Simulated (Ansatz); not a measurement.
# Sc2SiSe: the cost of one run

Method: DFT PBE, scalar-relativistic, plane waves, PAW, in Ansatz 0.2.0.

### Step 1. The starting structure

The structure is hexagonal, space group P6/mmm (No. 191). Conventional cell: a = 4.908 Å, b = 4.908 Å, c = 3.812 Å, α = 90.00°, β = 90.00°, γ = 120.00°. Around Sc (site symmetry -6m2) lie 3 Si at 2.83 Å and 3 Sc at 2.83 Å. Si (site symmetry 6/mmm) is surrounded by 2 Se at 1.91 Å and 6 Sc at 2.83 Å. Se (site symmetry 6/mmm) has 2 Si at 1.91 Å in its first shell of neighbours.

As a file:

```
Sc Si Se
1.0
     4.90752    0.00000    0.00000
    -2.45376    4.25003    0.00000
     0.00000    0.00000    3.81176
Sc Si Se
2 1 1
Cartesian
  0.0000 2.8334 1.9059
  2.4538 1.4167 1.9059
  0.0000 0.0000 1.9059
  0.0000 0.0000 0.0000
```

A structure generator made this guess: random cell by space group and Wyckoff sites (P6/mmm, No. 191). Lengths come from tabulated atomic sizes and are only a guess.

### Step 2. Probe: one point on a coarse mesh

input.yaml

```yaml
crystal:
  lattice:
    - [4.90751589, 0.0, 0.0]
    - [-2.45375794, 4.25003343, 0.0]
    - [0.0, 0.0, 3.8117619]
  atoms:
    - { symbol: Sc, position: [0.33333333, 0.66666667, 0.5] }
    - { symbol: Sc, position: [0.66666667, 0.33333333, 0.5] }
    - { symbol: Si, position: [0.0, 0.0, 0.5] }
    - { symbol: Se, position: [0.0, 0.0, 0.0] }
basis:
  ecutwfc: 420
kpoints:
  mp_grid: { grid: [6, 6, 4] }
hamiltonian:
  xc: pbe
scf:
  occupations: { method: gaussian, width: 0.1 }
  lower_state_search: "off"
output:
  forces: true
  stress: true
  eigenvalues: true
```

The run is started by

```console
> ansatz run input.yaml --threads 1 --pin off --max-ram 2560MiB --backend cpu --events-out ev --progress --plain --runs-dir out
```

**Question.** How long does this run take on 1 thread of Arm Neoverse V2, shared host, and how much memory does it need?

About 3 s, with a peak of 0.36 GiB.
